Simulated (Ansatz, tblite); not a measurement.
# The cluster Zn13H30Se13: rung by rung

How do method and basis change the picture of the cluster Zn13H30Se13 (singlet)?

Program: Ansatz 0.2.0, Gaussian basis. Level of theory: as each input shows. These are calculated values, not measurements.

Levels to be run: GFN1-xTB, GFN2-xTB, PBE-D4/def2-SVP, r2SCAN-D4/def2-SVP.

1 further run of the same task is left out (set aside as unsound or not needed).

## Step 1: The relaxed structure

The singlet was relaxed beforehand with PBE-D4/def2-SVP.

56 atoms, charge 0, spin multiplicity 1.

Bond lengths: Zn1–Se14 2.583 Å, Zn1–Se15 2.650 Å, Zn1–Se17 2.508 Å, Zn1–H27 1.558 Å, Zn2–Se14 2.714 Å, Zn2–Se18 2.814 Å, Zn2–H28 1.552 Å, Zn2–H30 1.653 Å, Zn3–Se14 2.627 Å, Zn3–Se19 2.573 Å, Zn3–H29 1.559 Å, Zn3–H30 1.753 Å, Zn4–Se17 2.508 Å, Zn4–Se19 2.650 Å, Zn4–Se20 2.583 Å, Zn4–H31 1.558 Å, Zn5–Se18 2.599 Å, Zn5–Se19 2.502 Å and more. Angles: Se14–Zn1–Se15 90.6°, Se14–Zn1–Se17 102.8°, Se14–Zn1–H27 118.7°, Se15–Zn1–Se17 92.4°, Se15–Zn1–H27 116.8°, Se17–Zn1–H27 127.2°, Se14–Zn2–Se18 79.6°, Se14–Zn2–H28 117.5°, Se14–Zn2–H30 95.0°, Se18–Zn2–H28 110.4°, Se18–Zn2–H30 94.4°, H28–Zn2–H30 141.5°, Se14–Zn3–Se19 100.8°, Se14–Zn3–H29 117.1°, Se14–Zn3–H30 95.6°, Se19–Zn3–H29 121.1°, Se19–Zn3–H30 90.7°, H29–Zn3–H30 125.3° and more.

PBE0-D4/def2-SVP was run before; its log isn't repeated, and its numbers join the tables.

## Step 2: GFN1-xTB

Tight binding, by tblite at 300 K electronic temperature and without a spin-polarisation term:

```python
tblite.interface.Calculator('GFN1-xTB', numbers, positions, charge=0, uhf=0).singlepoint()
```

Energy -1925.4128 eV, HOMO -9.88 eV, LUMO -6.60 eV; 0.26 s.

## Step 3: GFN2-xTB

Tight binding, by tblite at 300 K electronic temperature and without a spin-polarisation term:

```python
tblite.interface.Calculator('GFN2-xTB', numbers, positions, charge=0, uhf=0).singlepoint()
```

Energy -1749.9954 eV, HOMO -11.33 eV, LUMO -7.81 eV; 0.36 s.

## Step 4: PBE-D4/def2-SVP

start.molden holds the orbitals of an earlier run on this state, given as this run's starting guess.

Input file in.yaml:

```yaml
crystal:
  periodic: [false, false, false]
  atoms:
    - {symbol: Zn, position_ang: [-2.554171, -2.253985, -0.339030]}
    - {symbol: Zn, position_ang: [-3.361325, 1.699526, -3.440863]}
    - {symbol: Zn, position_ang: [-4.869827, 0.923524, -1.298178]}
    - {symbol: Zn, position_ang: [-2.251776, 0.341679, 2.554895]}
    - {symbol: Zn, position_ang: [-2.530905, 3.666123, -0.630380]}
    - {symbol: Zn, position_ang: [0.628324, -2.534257, -3.666979]}
    - {symbol: Zn, position_ang: [1.299435, -4.870001, -0.921378]}
    - {symbol: Zn, position_ang: [0.341773, -2.554197, 2.254656]}
    - {symbol: Zn, position_ang: [3.439480, -3.358433, -1.698702]}
    - {symbol: Zn, position_ang: [0.547257, 0.546561, -0.547048]}
    - {symbol: Zn, position_ang: [1.700706, 3.443293, 3.358188]}
    - {symbol: Zn, position_ang: [3.667216, 0.630415, 2.530742]}
    - {symbol: Zn, position_ang: [0.925066, 1.302533, 4.868389]}
    - {symbol: Se, position_ang: [-3.187296, -0.787249, -2.368548]}
    - {symbol: Se, position_ang: [-0.697785, -3.488088, -1.772430]}
    - {symbol: Se, position_ang: [-0.779230, -0.565092, -4.755865]}
    - {symbol: Se, position_ang: [-0.849606, -0.850366, 0.850968]}
    - {symbol: Se, position_ang: [-1.022439, 1.973041, -1.900247]}
    - {symbol: Se, position_ang: [-3.486559, 1.773984, 0.698043]}
    - {symbol: Se, position_ang: [-0.785269, 2.372733, 3.184400]}
    - {symbol: Se, position_ang: [-0.560406, 4.756308, 0.773902]}
    - {symbol: Se, position_ang: [1.897598, -1.024449, -1.974939]}
    - {symbol: Se, position_ang: [2.370959, -3.185601, 0.787700]}
    - {symbol: Se, position_ang: [1.774526, -0.696164, 3.487511]}
    - {symbol: Se, position_ang: [4.754745, -0.775822, 0.559907]}
    - {symbol: Se, position_ang: [1.974895, 1.900158, 1.021132]}
    - {symbol: H, position_ang: [-3.652157, -3.149993, 0.307343]}
    - {symbol: H, position_ang: [-3.036290, 1.853119, -4.950349]}
    - {symbol: H, position_ang: [-6.344027, 0.450201, -1.112336]}
    - {symbol: H, position_ang: [-4.359142, 2.294023, -2.265143]}
    - {symbol: H, position_ang: [-3.147523, -0.303012, 3.654055]}
    - {symbol: H, position_ang: [-3.282133, 4.796594, -1.409498]}
    - {symbol: H, position_ang: [1.406028, -3.284658, -4.798779]}
    - {symbol: H, position_ang: [1.112172, -6.343045, -0.445444]}
    - {symbol: H, position_ang: [2.266053, -4.360619, -2.292490]}
    - {symbol: H, position_ang: [-0.304247, -3.651131, 3.152182]}
    - {symbol: H, position_ang: [4.948908, -3.033664, -1.855400]}
    - {symbol: H, position_ang: [1.856508, 4.952493, 3.032485]}
    - {symbol: H, position_ang: [4.797841, 1.409800, 3.281551]}
    - {symbol: H, position_ang: [0.450998, 1.117716, 6.342400]}
    - {symbol: H, position_ang: [2.295788, 2.267672, 4.356292]}
    - {symbol: H, position_ang: [-4.365358, -1.562083, -2.834817]}
    - {symbol: H, position_ang: [-1.393169, -4.598581, -2.468915]}
    - {symbol: H, position_ang: [-1.760790, -1.405855, -5.486099]}
    - {symbol: H, position_ang: [0.152440, -0.621847, -5.925130]}
    - {symbol: H, position_ang: [-0.153998, 2.837557, -2.737291]}
    - {symbol: H, position_ang: [-4.595817, 2.473063, 1.392862]}
    - {symbol: H, position_ang: [-1.558936, 2.839724, 4.362912]}
    - {symbol: H, position_ang: [-1.399779, 5.487886, 1.755532]}
    - {symbol: H, position_ang: [-0.618507, 5.924153, -0.159541]}
    - {symbol: H, position_ang: [2.737480, -0.157256, -2.838053]}
    - {symbol: H, position_ang: [2.838675, -4.363317, 1.562291]}
    - {symbol: H, position_ang: [2.473450, -1.389970, 4.597491]}
    - {symbol: H, position_ang: [5.487152, -1.758415, 1.397520]}
    - {symbol: H, position_ang: [5.923092, 0.157128, 0.616329]}
    - {symbol: H, position_ang: [2.839889, 2.736135, 0.152171]}
basis:
  gaussian: {orbitals: def2-SVP, fitting: {mean_field: def2-universal-jkfit}, initial_orbitals: start.molden}
hamiltonian: {xc: pbe, dispersion: d4}
scf: {omitted_lower_state_checks: [starts]}
output: {orbitals: {seedname: orbitals}}
```

Started as:

```console
> ansatz run in.yaml --threads 11 --pin off --events-out ev --progress --plain --max-ram 110592MiB --backend cuda --devices 0, --max-vram 75GiB
```

After this run come: r2SCAN-D4/def2-SVP.

Q: Predict the results of all the runs planned. Wanted: gap in def2-SVP, named functionals, smallest and largest; binding an atom, functionals in def2-SVP.

As calculated:

```
                                                quantity                                  value
gap in def2-SVP, named functionals, smallest and largest    3.58 eV (PBE-D4), 5.47 eV (PBE0-D4)
                binding an atom, functionals in def2-SVP  2.26 (PBE0-D4) to 2.34 eV (r2SCAN-D4)
```

In words: Orbital gaps of the named functionals in def2-SVP span 3.58 eV (PBE-D4) to 5.47 eV (PBE0-D4); exact exchange widens it.
